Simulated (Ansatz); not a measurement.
The system is NiMoIrPdW.

```
Ni Mo Pd Ir W
1.0
     2.34460   -1.43138    0.00906
     2.34460    1.43138    0.00906
    -2.20600    0.00000   10.92374
Ni Mo Pd Ir W
1 1 1 1 1
Direct
  0.49838 0.49838 0.29525
  0.31773 0.31773 0.91207
  0.24733 0.24733 0.49061
  0.74982 0.74982 0.10802
  0.68673 0.68673 0.69406
```

The cell was built by a generator and needn't be a form met in nature.

Base run:

```yaml
Program: Ansatz 0.2.0
Functional: PBEsol
Potentials_or_basis: Ansatz PAW
Cutoff: "420 eV (not typed: the program's choice for these potentials)"
k_mesh: 11 × 11 × 3
Occupations: fermi-dirac, width 0.05 eV
Spin: collinear spin, ferromagnetic start
Starting_moments: "[1.0, 1.0, 0.0, 0.6, 0.0] μB"
```

Its results: band gap on the k mesh none (metal or under the smearing width); pressure -9.1 GPa; net moment 0.00 μB per cell; largest force 0.063 eV/Å.

Problem. The run is repeated on the same cell with these changes: functional from PBEsol to PBE. What comes out?

Solution. Band gap on the k mesh none (metal or under the smearing width); pressure 0.0 GPa; net moment 0.00 μB per cell; largest force 0.082 eV/Å.

PBE binds less tightly than PBEsol, so the same cell stands under more pressure.

Caveats: the starting moments weren't kept; spin-orbit coupling is left out, which moves the levels of the heavy elements (some runs); the PAW data sets come from PBE, with cores solved anew for the run's functional, which leaves a small shift of forces and pressure (some runs).
